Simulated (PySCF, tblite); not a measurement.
**C5H2F4O: a rotation path, then NMR shifts on frames**

Aim: move C5H2F4O (`Fc1coc(C(F)(F)F)c1`) away from its starting geometry and see how NMR shifts follow the geometry.

Programs: tblite 0.8.0 and PySCF 2.14.0, with density-fitted response routines of our own. Each step states its level of theory. These are calculated values for one molecule in the gas phase, unless marked as measured. Atoms count from 0, in the outputs and in this text.

## (1) The starting structure

12 atoms, charge 0, multiplicity 1; geometry from: GFN2-xTB.

Bonds of the start (Å): F0–C1 1.33, C1–C2 1.37, C2–O3 1.34, O3–C4 1.34, C4–C5 1.49, C5–F6 1.34, C5–F7 1.34, C5–F8 1.34, C4–C9 1.37, C9–C1 1.41, C2–H10 1.07, C9–H11 1.07.

## (2) A band between two rotamers with GFN2-xTB

What the job is given:

```
{"job": {"kind": "neb", "xc": "GFN2-xTB", "basis": "xTB", "atoms": [9, 4, 5, 7], "turn": 120}, "charge": 0, "multiplicity": 1}
F      2.978529     0.774341    -0.261424
C      1.773630     0.239244    -0.102016
C      1.496915    -1.057845     0.222520
O      0.171312    -1.223580     0.293927
C     -0.400068    -0.038413     0.016795
C     -1.891561     0.057388     0.027635
F     -2.290874     1.299245    -0.268059
F     -2.466635    -0.762305    -0.863694
F     -2.418715    -0.249774     1.221337
C      0.541218     0.918128    -0.239615
H      2.125770    -1.903345     0.414487
H      0.381677     1.946229    -0.487921
```

Level: GFN2-xTB climbing-image nudged elastic band, gas phase.

The run is started by

```console
$ OMP_NUM_THREADS=1 python probes_run.py task.json out
```

The driver reads the jobs from task.json and runs them one after another.

The program printed:

```text
image   E - E0 / eV
  0      -0.0000
  1       0.0026
  2       0.0078
  3       0.0132
  4       0.0154
  5       0.0128
  6       0.0073
  7       0.0024
  8       0.0000
```

Run time: 2.2 s. Hardware: 1 thread of Intel Xeon at 2.60GHz, shared host; peak memory 0.18 GiB.

The final band, with the dihedral C9–C4–C5–F7:

```
image  dihedral (°)  energy (eV)  energy (kcal/mol)
    0           120        0.000                0.0
    1           137        0.003                0.1
    2           152        0.008                0.2
    3           167        0.013                0.3
    4           181        0.015                0.4
    5           196        0.013                0.3
    6           211        0.007                0.2
    7           226        0.002                0.1
    8           240        0.000                0.0
```

## (3) Nuclear shieldings: image 0, PBE0/pcSseg-1

What the job is given:

```
{"job": {"kind": "nmr", "xc": "PBE0", "basis": "pcSseg-1", "pop": false}, "charge": 0, "multiplicity": 1}
F      2.978500     0.774300    -0.261400
C      1.773600     0.239200    -0.102000
C      1.496900    -1.057800     0.222500
O      0.171300    -1.223600     0.293900
C     -0.400100    -0.038400     0.016800
C     -1.891600     0.057400     0.027600
F     -2.290900     1.299200    -0.268100
F     -2.466600    -0.762300    -0.863700
F     -2.418700    -0.249800     1.221300
C      0.541200     0.918100    -0.239600
H      2.125800    -1.903300     0.414500
H      0.381700     1.946200    -0.487900
```

With the program's defaults for keys left out, this is: GIAO PBE0/pcSseg-1 NMR shielding, non-relativistic, gas phase.

The program printed:

```text
coarse grid: 12104 points
cycle   1  E = -665.3032644694  dE =  2.145e+00  |g| = 1.004e+00  |ddm| = 3.433e+00
cycle   2  E = -665.1127876399  dE =  1.905e-01  |g| = 1.520e+00  |ddm| = 1.358e+00
cycle   3  E = -665.4701797745  dE = -3.574e-01  |g| = 9.961e-02  |ddm| = 8.587e-01
cycle   4  E = -665.4711965674  dE = -1.017e-03  |g| = 7.185e-02  |ddm| = 1.276e-01
cycle   5  E = -665.4723635822  dE = -1.167e-03  |g| = 1.309e-02  |ddm| = 6.303e-02
cycle   6  E = -665.4723921498  dE = -2.857e-05  |g| = 5.659e-03  |ddm| = 1.406e-02
cycle   7  E = -665.4723987224  dE = -6.573e-06  |g| = 1.562e-03  |ddm| = 5.327e-03
final grid: 124408 points
cycle   8  E = -665.5667309868  dE = -4.766e-05  |g| = 9.819e-03  |ddm| = 3.164e-02
cycle   9  E = -665.5667063778  dE =  2.461e-05  |g| = 1.562e-02  |ddm| = 1.537e-02
cycle  10  E = -665.5667479292  dE = -4.155e-05  |g| = 1.407e-03  |ddm| = 9.555e-03
cycle  11  E = -665.5667483407  dE = -4.115e-07  |g| = 4.985e-04  |ddm| = 1.504e-03
cycle  12  E = -665.5667483885  dE = -4.783e-08  |g| = 1.395e-04  |ddm| = 4.917e-04
cycle  13  E = -665.5667483921  dE = -3.550e-09  |g| = 3.821e-05  |ddm| = 1.274e-04
cycle  14  E = -665.5667483924  dE = -2.997e-10  |g| = 1.489e-05  |ddm| = 4.254e-05
converged SCF energy = -665.5667483924

GIAO shielding tensors (ppm)
atom      isotropic    diamagn.    paramagn.     s11        s22        s33       span
  0 F      348.917     469.647    -120.730    287.274    312.557    446.921    159.647
  1 C       23.258     255.223    -231.965    -32.326     28.257     73.841    106.167
  2 C       52.030     253.207    -201.177     -9.350     49.523    115.916    125.265
  3 O       64.774     396.673    -331.899    -86.460      2.611    278.170    364.630
  4 C       40.054     259.561    -219.507    -22.890     40.297    102.756    125.646
  5 C       58.981     236.954    -177.974     48.590     61.656     66.696     18.106
  6 F      261.962     472.350    -210.387    188.087    240.966    356.833    168.746
  7 F      245.075     470.917    -225.842    163.123    239.294    332.807    169.684
  8 F      245.030     470.929    -225.899    163.033    239.216    332.842    169.809
  9 C       74.205     254.787    -180.582      3.334     57.489    161.793    158.459
 10 H       24.071      29.245      -5.174     21.214     25.390     25.610      4.396
 11 H       24.659      31.915      -7.255     21.954     24.569     27.456      5.502
```

It took 24 s on 1 thread of Intel Xeon at 2.60GHz, shared host; peak memory 0.8 GiB.

The references, computed at this level on geometries of the same kind, shield at (ppm): ¹H TMS 31.72, ¹³C TMS 186.9, ¹⁹F CFCl3 170.9, ¹⁷O H2O 336.1. Their shielding less the atom's gives the shift. The references are single molecules in the gas phase, so shifts against H2O, NH3, PH3, H3PO4 or CFCl3 are not on the usual liquid scales and can be off by tens of ppm. Each atom is listed at this fixed geometry, with no averaging over motion; a spectrum would average atoms that exchange fast.

```
atoms                                          environment  σ (ppm)  δ (ppm)
   C1                     aromatic carbon bearing fluorine     23.3    163.7
   C4  substituted aromatic carbon next to the ring oxygen     40.1    146.9
   C2                  aromatic CH next to the ring oxygen     52.0    134.9
   C5                                           CF3 carbon     59.0    127.9
   C9                                          aromatic CH     74.2    112.7
  H10   hydrogen on an aromatic CH next to the ring oxygen    24.07     7.65
  H11                           hydrogen on an aromatic CH    24.66     7.06
   F8                              fluorine of a CF3 group    245.0    -74.1
   F7                              fluorine of a CF3 group    245.1    -74.1
   F6                              fluorine of a CF3 group    262.0    -91.0
   F0                                        aryl fluorine    348.9   -178.0
   O3                                 aromatic ring oxygen     64.8    271.3
```

Ring of atoms C1, C2, O3, C4, C9: NICS(0) -14.2, NICS(1) -10.2, NICS(1)zz -24.7 ppm (means of both faces).

## (4) NMR shieldings: image 2, PBE0/pcSseg-1

What the job is given:

```
{"job": {"kind": "nmr", "xc": "PBE0", "basis": "pcSseg-1", "pop": false}, "charge": 0, "multiplicity": 1}
F      2.983800     0.797300    -0.089600
C      1.775100     0.248700    -0.040100
C      1.493600    -1.082100     0.082600
O      0.167500    -1.255700     0.100400
C     -0.400600    -0.042900    -0.015100
C     -1.892500     0.054100     0.008300
F     -2.325600     1.100500    -0.706800
F     -2.481200    -1.037200    -0.484400
F     -2.370700     0.224300     1.254400
C      0.543900     0.942200    -0.101600
H      2.120900    -1.946000     0.165300
H      0.386900     1.996200    -0.199400
```

With the program's defaults for keys left out, this is: GIAO PBE0/pcSseg-1 NMR shielding, non-relativistic, gas phase.

The program printed:

```text
coarse grid: 12104 points
cycle   1  E = -665.3028246878  dE =  2.143e+00  |g| = 1.005e+00  |ddm| = 3.434e+00
cycle   2  E = -665.1106424809  dE =  1.922e-01  |g| = 1.524e+00  |ddm| = 1.368e+00
cycle   3  E = -665.4703185974  dE = -3.597e-01  |g| = 1.002e-01  |ddm| = 8.661e-01
cycle   4  E = -665.4713440793  dE = -1.025e-03  |g| = 7.247e-02  |ddm| = 1.289e-01
cycle   5  E = -665.4725300764  dE = -1.186e-03  |g| = 1.314e-02  |ddm| = 6.352e-02
cycle   6  E = -665.4725587632  dE = -2.869e-05  |g| = 5.660e-03  |ddm| = 1.398e-02
cycle   7  E = -665.4725653167  dE = -6.553e-06  |g| = 1.567e-03  |ddm| = 5.318e-03
final grid: 124408 points
cycle   8  E = -665.5657576726  dE = -4.524e-05  |g| = 9.661e-03  |ddm| = 3.228e-02
cycle   9  E = -665.5657343391  dE =  2.333e-05  |g| = 1.529e-02  |ddm| = 1.484e-02
cycle  10  E = -665.5657740348  dE = -3.970e-05  |g| = 1.364e-03  |ddm| = 9.214e-03
cycle  11  E = -665.5657744218  dE = -3.870e-07  |g| = 4.858e-04  |ddm| = 1.453e-03
cycle  12  E = -665.5657744674  dE = -4.559e-08  |g| = 1.349e-04  |ddm| = 4.727e-04
cycle  13  E = -665.5657744707  dE = -3.318e-09  |g| = 3.887e-05  |ddm| = 1.252e-04
cycle  14  E = -665.5657744710  dE = -3.156e-10  |g| = 1.443e-05  |ddm| = 4.306e-05
converged SCF energy = -665.5657744710

GIAO shielding tensors (ppm)
atom      isotropic    diamagn.    paramagn.     s11        s22        s33       span
  0 F      347.533     469.658    -122.125    285.737    311.949    444.911    159.173
  1 C       22.671     255.199    -232.528    -33.007     27.641     73.378    106.385
  2 C       52.909     253.229    -200.320     -7.776     49.823    116.681    124.458
  3 O       62.558     396.333    -333.775    -85.581     -3.251    276.505    362.086
  4 C       39.476     259.608    -220.132    -24.765     40.042    103.151    127.916
  5 C       58.626     237.316    -178.691     47.812     61.499     66.566     18.754
  6 F      251.200     472.429    -221.230    179.523    227.148    346.929    167.406
  7 F      261.679     470.310    -208.632    184.082    261.779    339.174    155.092
  8 F      231.714     471.870    -240.156    148.594    218.478    328.068    179.474
  9 C       74.498     254.786    -180.288      3.678     57.394    162.421    158.743
 10 H       24.119      29.266      -5.146     21.240     25.410     25.708      4.468
 11 H       24.659      31.719      -7.060     22.072     24.521     27.383      5.310
```

Wall time 23 s (1 thread of Intel Xeon at 2.60GHz, shared host); peak memory 0.8 GiB.

Key values: δ C1 164.3, C4 147.4, C2 134.0, C5 128.3, H10 7.60, H11 7.06 ppm.

## (5) Shielding tensors: image 4, PBE0/pcSseg-1

What the job is given:

```
{"job": {"kind": "nmr", "xc": "PBE0", "basis": "pcSseg-1", "pop": false}, "charge": 0, "multiplicity": 1}
F      2.984000     0.798300     0.059000
C      1.775400     0.248800     0.015700
C      1.494100    -1.085700    -0.059100
O      0.168200    -1.259600    -0.075700
C     -0.400400    -0.043700    -0.013400
C     -1.893300     0.053700    -0.004500
F     -2.359900     0.758600    -1.048800
F     -2.475400    -1.143500    -0.046800
F     -2.344900     0.680800     1.095000
C      0.544100     0.943700     0.047100
H      2.121100    -1.953100    -0.096300
H      0.388100     2.001000     0.101800
```

Method: GIAO PBE0/pcSseg-1 NMR shielding, non-relativistic, gas phase.

The program printed:

```text
coarse grid: 12104 points
cycle   1  E = -665.3013547519  dE =  2.145e+00  |g| = 1.007e+00  |ddm| = 3.439e+00
cycle   2  E = -665.1077910453  dE =  1.936e-01  |g| = 1.528e+00  |ddm| = 1.376e+00
cycle   3  E = -665.4694900641  dE = -3.617e-01  |g| = 1.006e-01  |ddm| = 8.704e-01
cycle   4  E = -665.4705205297  dE = -1.030e-03  |g| = 7.293e-02  |ddm| = 1.297e-01
cycle   5  E = -665.4717209284  dE = -1.200e-03  |g| = 1.316e-02  |ddm| = 6.381e-02
cycle   6  E = -665.4717497373  dE = -2.881e-05  |g| = 5.641e-03  |ddm| = 1.388e-02
cycle   7  E = -665.4717562279  dE = -6.491e-06  |g| = 1.566e-03  |ddm| = 5.293e-03
final grid: 124408 points
cycle   8  E = -665.5647961242  dE = -4.445e-05  |g| = 9.586e-03  |ddm| = 3.187e-02
cycle   9  E = -665.5647730214  dE =  2.310e-05  |g| = 1.519e-02  |ddm| = 1.463e-02
cycle  10  E = -665.5648122381  dE = -3.922e-05  |g| = 1.357e-03  |ddm| = 9.135e-03
cycle  11  E = -665.5648126209  dE = -3.828e-07  |g| = 4.880e-04  |ddm| = 1.446e-03
cycle  12  E = -665.5648126672  dE = -4.629e-08  |g| = 1.327e-04  |ddm| = 4.720e-04
cycle  13  E = -665.5648126704  dE = -3.182e-09  |g| = 3.833e-05  |ddm| = 1.219e-04
cycle  14  E = -665.5648126707  dE = -3.090e-10  |g| = 1.468e-05  |ddm| = 4.268e-05
converged SCF energy = -665.5648126707

GIAO shielding tensors (ppm)
atom      isotropic    diamagn.    paramagn.     s11        s22        s33       span
  0 F      346.347     469.683    -123.336    284.468    311.419    443.153    158.685
  1 C       22.267     255.197    -232.930    -33.383     27.176     73.008    106.391
  2 C       53.843     253.243    -199.400     -5.977     50.087    117.420    123.397
  3 O       60.348     396.052    -335.704    -84.716     -8.461    274.223    358.939
  4 C       39.124     259.736    -220.613    -26.321     40.201    103.491    129.812
  5 C       58.392     237.555    -179.164     47.438     61.266     66.471     19.033
  6 F      234.170     472.282    -238.112    159.293    211.450    331.767    172.474
  7 F      269.625     470.090    -200.465    192.125    274.474    342.276    150.151
  8 F      233.863     472.473    -238.610    159.800    209.603    332.186    172.387
  9 C       74.669     254.725    -180.056      3.866     57.216    162.924    159.059
 10 H       24.162      29.273      -5.111     21.255     25.414     25.819      4.563
 11 H       24.658      31.592      -6.934     22.205     24.423     27.348      5.143
```

It took 24 s on 1 thread of Intel Xeon at 2.60GHz, shared host; peak memory 0.88 GiB.

In short: δ C1 164.7, C4 147.8, C2 133.1, C5 128.5, H10 7.55, H11 7.06 ppm.

## (6) Shielding tensors: image 6, PBE0/pcSseg-1

What the job is given:

```
{"job": {"kind": "nmr", "xc": "PBE0", "basis": "pcSseg-1", "pop": false}, "charge": 0, "multiplicity": 1}
F      2.984900     0.775100     0.205800
C      1.775600     0.241800     0.071200
C      1.492900    -1.066600    -0.199500
O      0.166800    -1.232900    -0.250300
C     -0.400600    -0.037600    -0.012400
C     -1.893000     0.056600    -0.017100
F     -2.388500     0.316700    -1.239900
F     -2.470400    -1.073300     0.397900
F     -2.319400     1.046000     0.778900
C      0.545000     0.928400     0.194300
H      2.118700    -1.921800    -0.355100
H      0.389200     1.967000     0.400100
```

With the program's defaults for keys left out, this is: GIAO PBE0/pcSseg-1 NMR shielding, non-relativistic, gas phase.

The program printed:

```text
coarse grid: 12104 points
cycle   1  E = -665.3024024002  dE =  2.142e+00  |g| = 1.005e+00  |ddm| = 3.436e+00
cycle   2  E = -665.1102917352  dE =  1.921e-01  |g| = 1.524e+00  |ddm| = 1.366e+00
cycle   3  E = -665.4698650508  dE = -3.596e-01  |g| = 1.001e-01  |ddm| = 8.646e-01
cycle   4  E = -665.4708860726  dE = -1.021e-03  |g| = 7.242e-02  |ddm| = 1.287e-01
cycle   5  E = -665.4720708171  dE = -1.185e-03  |g| = 1.311e-02  |ddm| = 6.347e-02
cycle   6  E = -665.4720993982  dE = -2.858e-05  |g| = 5.653e-03  |ddm| = 1.396e-02
cycle   7  E = -665.4721059402  dE = -6.542e-06  |g| = 1.565e-03  |ddm| = 5.313e-03
final grid: 124408 points
cycle   8  E = -665.5658891664  dE = -4.527e-05  |g| = 9.774e-03  |ddm| = 3.255e-02
cycle   9  E = -665.5658647476  dE =  2.442e-05  |g| = 1.555e-02  |ddm| = 1.519e-02
cycle  10  E = -665.5659059390  dE = -4.119e-05  |g| = 1.384e-03  |ddm| = 9.459e-03
cycle  11  E = -665.5659063396  dE = -4.006e-07  |g| = 4.851e-04  |ddm| = 1.467e-03
cycle  12  E = -665.5659063848  dE = -4.519e-08  |g| = 1.360e-04  |ddm| = 4.769e-04
cycle  13  E = -665.5659063882  dE = -3.360e-09  |g| = 3.893e-05  |ddm| = 1.247e-04
cycle  14  E = -665.5659063885  dE = -3.188e-10  |g| = 1.395e-05  |ddm| = 4.245e-05
converged SCF energy = -665.5659063885

GIAO shielding tensors (ppm)
atom      isotropic    diamagn.    paramagn.     s11        s22        s33       span
  0 F      347.675     469.659    -121.984    285.924    312.211    444.891    158.968
  1 C       22.740     255.209    -232.470    -32.870     27.722     73.367    106.237
  2 C       52.789     253.237    -200.448     -8.005     49.738    116.633    124.638
  3 O       62.412     396.379    -333.967    -86.073     -3.119    276.428    362.501
  4 C       39.534     259.665    -220.131    -24.433     40.002    103.034    127.467
  5 C       58.641     237.276    -178.635     47.813     61.645     66.466     18.653
  6 F      233.276     471.633    -238.357    150.080    221.090    328.657    178.576
  7 F      260.004     470.417    -210.413    182.438    259.230    338.342    155.904
  8 F      251.895     472.476    -220.581    180.120    227.616    347.948    167.828
  9 C       74.470     254.754    -180.284      3.753     57.278    162.379    158.626
 10 H       24.110      29.262      -5.152     21.229     25.401     25.698      4.469
 11 H       24.658      31.735      -7.077     22.069     24.528     27.376      5.306
```

Run time: 23 s. Hardware: 1 thread of Intel Xeon at 2.60GHz, shared host; peak memory 0.88 GiB.

In short: δ C1 164.2, C4 147.4, C2 134.1, C5 128.3, H10 7.61, H11 7.06 ppm.

## (7) Shielding tensors: image 8, PBE0/pcSseg-1

What the job is given:

```
{"job": {"kind": "nmr", "xc": "PBE0", "basis": "pcSseg-1", "pop": false}, "charge": 0, "multiplicity": 1}
F      2.976900     0.746000     0.338700
C      1.773300     0.226400     0.126600
C      1.497300    -1.033000    -0.323300
O      0.171500    -1.190000    -0.413400
C     -0.400100    -0.037000    -0.023800
C     -1.891500     0.061900    -0.033600
F     -2.411600    -0.127600    -1.254500
F     -2.473700    -0.838500     0.771000
F     -2.291100     1.270200     0.377600
C      0.540800     0.889100     0.328000
H      2.126000    -1.856300    -0.596200
H      0.383400     1.888100     0.677000
```

Level: GIAO PBE0/pcSseg-1 NMR shielding, non-relativistic, gas phase.

The program printed:

```text
coarse grid: 12104 points
cycle   1  E = -665.3038485059  dE =  2.144e+00  |g| = 1.004e+00  |ddm| = 3.433e+00
cycle   2  E = -665.1133292946  dE =  1.905e-01  |g| = 1.520e+00  |ddm| = 1.358e+00
cycle   3  E = -665.4707951492  dE = -3.575e-01  |g| = 9.951e-02  |ddm| = 8.590e-01
cycle   4  E = -665.4718081886  dE = -1.013e-03  |g| = 7.183e-02  |ddm| = 1.275e-01
cycle   5  E = -665.4729746971  dE = -1.167e-03  |g| = 1.309e-02  |ddm| = 6.301e-02
cycle   6  E = -665.4730032643  dE = -2.857e-05  |g| = 5.660e-03  |ddm| = 1.406e-02
cycle   7  E = -665.4730098420  dE = -6.578e-06  |g| = 1.562e-03  |ddm| = 5.329e-03
final grid: 124408 points
cycle   8  E = -665.5667381618  dE = -4.538e-05  |g| = 9.812e-03  |ddm| = 2.996e-02
cycle   9  E = -665.5667131134  dE =  2.505e-05  |g| = 1.569e-02  |ddm| = 1.539e-02
cycle  10  E = -665.5667551223  dE = -4.201e-05  |g| = 1.409e-03  |ddm| = 9.638e-03
cycle  11  E = -665.5667555383  dE = -4.161e-07  |g| = 4.905e-04  |ddm| = 1.496e-03
cycle  12  E = -665.5667555847  dE = -4.630e-08  |g| = 1.369e-04  |ddm| = 4.864e-04
cycle  13  E = -665.5667555881  dE = -3.400e-09  |g| = 3.772e-05  |ddm| = 1.246e-04
cycle  14  E = -665.5667555883  dE = -2.967e-10  |g| = 1.448e-05  |ddm| = 4.161e-05
converged SCF energy = -665.5667555883

GIAO shielding tensors (ppm)
atom      isotropic    diamagn.    paramagn.     s11        s22        s33       span
  0 F      348.726     469.655    -120.930    287.067    312.383    446.727    159.660
  1 C       23.190     255.232    -232.042    -32.351     28.111     73.809    106.160
  2 C       52.068     253.206    -201.138     -9.197     49.461    115.940    125.136
  3 O       64.767     396.668    -331.901    -86.274      2.657    277.919    364.193
  4 C       40.077     259.549    -219.472    -22.836     40.271    102.797    125.634
  5 C       58.989     236.937    -177.948     48.609     61.655     66.703     18.093
  6 F      244.960     470.925    -225.965    162.994    239.128    332.758    169.764
  7 F      245.136     470.913    -225.777    163.139    239.310    332.958    169.819
  8 F      261.934     472.350    -210.416    188.080    240.932    356.790    168.710
  9 C       74.126     254.786    -180.661      3.267     57.421    161.689    158.422
 10 H       24.069      29.234      -5.165     21.212     25.382     25.612      4.400
 11 H       24.651      31.907      -7.256     21.947     24.560     27.445      5.498
```

Wall time 23 s (1 thread of Intel Xeon at 2.60GHz, shared host); peak memory 0.86 GiB.

Key values: δ C1 163.7, C4 146.8, C2 134.9, C5 127.9, H10 7.65, H11 7.07 ppm.

## (8) Side by side: NMR shifts

Shifts (ppm) of some atoms, chosen among heavy atoms and hydrogens apart, with basis size and wall time:

```
  frame   H10   H11     F8     F7     F6      F0     O3  functions  time
image 0  7.65  7.06  -74.1  -74.1  -91.0  -178.0  271.3        180  24 s
image 2  7.60  7.06  -60.8  -90.7  -80.3  -176.6  273.5        180  23 s
image 4  7.55  7.06  -62.9  -98.7  -63.2  -175.4  275.7        180  24 s
image 6  7.61  7.06  -80.9  -89.1  -62.3  -176.7  273.7        180  23 s
image 8  7.65  7.07  -91.0  -74.2  -74.0  -177.8  271.3        180  23 s
```

## (9) Summary of results

| quantity | value |
| --- | --- |
| barrier | 0.015 eV (0.4 kcal/mol) at image 4 |
| end to end (GFN2-xTB) | 0.000 eV |
| ¹³C shifts against TMS (PBE0/pcSseg-1, image 0) | 163.7, 146.9, 134.9, 127.9, 112.7 ppm |
| ¹H shifts against TMS (PBE0/pcSseg-1, image 0) | 7.65, 7.06 ppm |
| ¹⁹F shifts against CFCl3 (PBE0/pcSseg-1, image 0) | -74.1, -74.1, -91.0, -178.0 ppm |
| ¹⁷O shifts against H2O (PBE0/pcSseg-1, image 0) | 271.3 ppm |
| range of the shift of F8 | -91.0 to -60.8 ppm |

Along the band the dihedral turns by 120°, and the top (dihedral 181°) lies 0.4 kcal/mol above the start (GFN2-xTB, rough), so at room temperature this motion is fast. The top was not checked by a frequency run. Shifts at one fixed geometry are not the observed spectrum, which averages over the motion. In the first frame run (image 0): The largest span, 365 ppm, is at O3, where the paramagnetic term is -332 ppm. NICS(1)zz of -25 ppm above the planar ring from C1 marks a diatropic (aromatic) ring current. In ppm, F8 moves most: its shift spreads over 30.2 ppm, from -91.0 (image 8) to -60.8 (image 2).
